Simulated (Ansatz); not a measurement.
# AsH+ (quartet): from Hartree-Fock to the top rungs at distance As1–H2 = 2.990 Å, cc-pVQZ

How much of the correlation energy of AsH+ (quartet) does each wave-function method recover here?

The runs use Ansatz 0.2.0, Gaussian basis; cc-pVQZ, core rule «outside noble gas», up to 14 orbitals frozen.

Plan: UHF; CCSD(T) on ROHF; CCSD(T) on UHF; BCCD(T) on ROHF; CCSDT(Q) on ROHF; CCSDT(Q) on UHF; CASSCF and MRCISD+Q, 5 electrons in 5 orbitals; CASSCF and NEVPT2, 5 electrons in 5 orbitals.

11 further runs of the same task are left out: 11 that didn't finish.

### Step 1. What is computed

The geometry derives from a PBE0/def2-TZVP stationary point (not a proven minimum). One bond is set to the value named and the two fragments are kept rigid. No spin-orbit coupling is included. The filled d shell of As may be among the frozen orbitals whatever the setting's name suggests; the logs give the count.

2 atoms, charge 1, spin multiplicity 4.

Atoms are counted from 1 here; the program's logs count them from 0.

No contacts short enough for the rule that draws bonds.

### Step 2. UHF

in.yaml reads:

```yaml
crystal:
  periodic: [false, false, false]
  atoms:
    - {symbol: As, position_ang: [0.000000, 0.000000, 0.000000]}
    - {symbol: H, position_ang: [0.000000, 0.000000, 2.990000]}
basis:
  gaussian: {orbitals: cc-pVQZ}
total_charge: 1
magnetization: {spin_polarized: true, initial_magnetization: 3}
hamiltonian: {xc: hf}
output: {orbitals: {seedname: orbitals}}
```

Launch:

```
$ ansatz run in.yaml --threads 1 --pin off --events-out ev --progress --plain --max-ram 3968MiB --backend cpu
```

Further steps of the session: CCSD(T) on ROHF; CCSD(T) on UHF; BCCD(T) on ROHF; CCSDT(Q) on ROHF; CCSDT(Q) on UHF; CASSCF and MRCISD+Q, 5 electrons in 5 orbitals; CASSCF and NEVPT2, 5 electrons in 5 orbitals.

Before running them: what should the planned runs give, taken together? Wanted: UCCSDT(Q) below the RHF energy; RMP2 from UCCSDT(Q); UMP2 from UCCSDT(Q); RCCSD from UCCSDT(Q); RCCSD(T) from UCCSDT(Q); UCCSD(T) from UCCSDT(Q); RCCSDT(Q) from UCCSDT(Q); NEVPT2 valence from UCCSDT(Q); MRCISD+Q valence from UCCSDT(Q).

The runs gave:

| quantity | value |
| --- | --- |
| UCCSDT(Q) below the RHF energy | -2.2014 eV |
| RMP2 from UCCSDT(Q) | +472.2 meV |
| UMP2 from UCCSDT(Q) | +467.9 meV |
| RCCSD from UCCSDT(Q) | +85.6 meV |
| RCCSD(T) from UCCSDT(Q) | +26.0 meV |
| UCCSD(T) from UCCSDT(Q) | +13.7 meV |
| RCCSDT(Q) from UCCSDT(Q) | +12.5 meV |
| NEVPT2 valence from UCCSDT(Q) | +430.4 meV |
| MRCISD+Q valence from UCCSDT(Q) | +36.7 meV |
| levels within 1 kcal/mol (43 meV) | RCCSD(T), UCCSD(T), BCCD(T), RCCSDT, UCCSDT, RCCSDT(Q), MRCISD+Q valence |
| T1 diagnostic | 0.019 |
| effectively unpaired electrons | 3.01 |

**Reading.** RCCSD(T) lands +26.0 meV from the yardstick (1.2 % of the correlation energy). One determinant dominates. Of the multireference levels listed MRCISD+Q valence comes nearest in total energy (+36.7 meV), which doesn't show that its space is the better one. These misses are within one basis, not against nature; the frozen cores of restricted and unrestricted runs differ, which can shift their rows.
